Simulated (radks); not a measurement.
# Ionisation of Cs⁺: one atom, several choices of exchange strength α

One table from this session's results is given with a row withheld; the runs are named, their logs left out.

Program: radks (a radial shooting solver on a logarithmic mesh, Libxc functionals) version 1. Level of theory: scalar-relativistic Kohn-Sham, spin-unpolarised, spherical densities, finite nucleus. These are calculated values, not measurements, unless marked.

**What is computed**

| Item | Value |
| --- | --- |
| element | caesium (Z = 55) |
| charge | +1 |
| electrons | 54 |
| configuration | [Xe] |
| ion | Cs²⁺, [Kr] 4d10 5s2 5p5 |
| choices | α = 0.551; α = 0.667; α = 0.704; α = 0.805; α = 0.812; α = 1 |

The outer shells:

Cs⁺
```
[Kr] core
4d [↑↓][↑↓][↑↓][↑↓][↑↓]
5s [↑↓]
5p [↑↓][↑↓][↑↓]
```

Cs²⁺
```
[Kr] core
4d [↑↓][↑↓][↑↓][↑↓][↑↓]
5s [↑↓]
5p [↑↓][↑↓][↑ ]
```

The first run:

Settings of this run:

```text
Z 55
configuration [Xe]
relativity scalar-relativistic
functional xalpha 0.551
spin unpolarised
nucleus finite rms 4.8041 fm
c 137.035999084
```

Among the steps run: α = 0.551: Cs⁺.

One table of the session follows, with a row left open; its other results are not shown here.

It belongs to the step «α = 0.551: Cs⁺». Radial moments (bohr):

```
level     <r>  outermost maximum (interpolated)  90 % within  nodes
   3s  0.3004                             0.274        0.441      2
   3p  0.2984                             0.268        0.448      1
   3d  0.2750                             0.221        0.431      0
   4s       ?                                 ?            ?      ?
   4p  0.7443                             0.676         1.09      2
   4d  0.8462                             0.726         1.28      1
   5s   1.758                              1.55         2.55      4
   5p   2.128                              1.80         3.17      3
```

**Question.** Estimate the row for 4s.

The run gave: <r>: 0.6981; outermost maximum (interpolated): 0.645; 90 % within: 1.01; nodes: 3. In the column «<r>» it lies between 3s (0.3004) and 4p (0.7443).

Limits of these values: Spin polarisation and multiplet splitting are left out, so open shells lie too high by an amount that depends on their filling.
